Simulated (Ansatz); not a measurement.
**SeS2+ (doublet): the correlation ladder, cc-pVDZ**

An exercise on one series of results from a longer session: the logs are not shown, and one member is left open.

Computed with Ansatz 0.2.0, Gaussian basis. Level: cc-pVDZ, core rule «outside noble gas», up to 24 orbitals frozen.

Plan: UHF; CCSD(T) on ROHF; CCSD(T) on UHF; BCCD(T) on ROHF; CISD as a restricted active space (open shells left free, so some higher excitations enter); CCSDT(Q) on ROHF; CCSDT(Q) on UHF; CASSCF and MRCISD+Q, 11 electrons in 9 orbitals; CASSCF and MRCISD+Q(relaxed), 11 electrons in 9 orbitals; CASSCF and NEVPT2, 11 electrons in 9 orbitals.

14 further runs of the same task are left out: 6 that didn't finish, 8 set aside as unsound or not needed. Runs told in other sessions of the task aren't counted.

## The system

The geometry is a PBE0/def2-TZVP stationary point (not a proven minimum) of the parent state, kept for this charge and spin. No spin-orbit coupling is included. The filled d shell of Se may be among the frozen orbitals whatever the setting's name suggests.

3 atoms, charge 1, spin multiplicity 2.

Atoms are counted from 1 here; the program's logs count them from 0.

Bond lengths: Se1–S2 2.044 Å, Se1–S3 2.044 Å. Angles: S2–Se1–S3 115.3°.

As a file:

```xyz
3
charge 1, multiplicity 2
Se    0.0000   -0.4901    0.0000
S     0.0000    0.6034   -1.7265
S     0.0000    0.6034    1.7265
```

The first run:

in.yaml reads:

```yaml
crystal:
  periodic: [false, false, false]
  atoms:
    - {symbol: Se, position_ang: [0.000000, -0.490099, 0.000000]}
    - {symbol: S, position_ang: [0.000000, 0.603433, -1.726536]}
    - {symbol: S, position_ang: [0.000000, 0.603433, 1.726536]}
basis:
  gaussian: {orbitals: cc-pVDZ}
total_charge: 1
magnetization: {spin_polarized: true, initial_magnetization: 1}
hamiltonian: {xc: hf}
output: {orbitals: {seedname: orbitals}}
```

The run is started by

```sh
> ansatz run in.yaml --threads 1 --pin off --events-out ev --progress --plain --max-ram 2393MiB
```

Steps of the session up to this table: UHF; CCSD(T) on ROHF; CCSD(T) on UHF; BCCD(T) on ROHF; CISD as a restricted active space (open shells left free, so some higher excitations enter); CCSDT(Q) on ROHF; CCSDT(Q) on UHF; CASSCF and MRCISD+Q, 11 electrons in 9 orbitals; CASSCF and MRCISD+Q(relaxed), 11 electrons in 9 orbitals; CASSCF and NEVPT2, 11 electrons in 9 orbitals.

One of the session's tables, all rows but one given; the rest of the session is left out.

```
                   method  from RCCSDT(Q) (meV)
                     ROHF              +11469.1
                     RMP2               +1537.2
                     UMP2               +1627.7
                     CISD               +2182.6
                    RCCSD                +707.0
                    UCCSD                +936.2
                 RCCSD(T)                +128.8
                 UCCSD(T)                +190.2
                  BCCD(T)                     ?
                   RCCSDT                 +79.8
                   UCCSDT                +141.7
                RCCSDT(Q)                     0
                UCCSDT(Q)                 -10.8
           CASSCF valence               +8804.4
           NEVPT2 valence               +1380.7
           MRCISD valence               +1123.4
         MRCISD+Q valence                +125.2
MRCISD+Q(relaxed) valence                +106.6
```

Q: Estimate the row for BCCD(T) from the others.

As computed: from RCCSDT(Q) (meV): +126.1. In the column «from RCCSDT(Q) (meV)» it lies between MRCISD+Q valence (+125.2) and RCCSD(T) (+128.8).

Left out of the table: UHF (another determinant or state than the rows shown).

Caveats from the session: The determinant of HF (⟨S²⟩ 1.51) is far from a pure spin state, so its energy mixes those of several spin states; that is harmless only where they are near-degenerate. The program flags UCCSD(T) as in doubt, so read those rows with care; the flags are large difference. Warnings: spin contamination; coupled cluster took another determinant than the lowest. Restricted and unrestricted rows rest on different reference determinants; a gap between their highest levels can come from leftover correlation error, from unlike frozen cores or from another state.
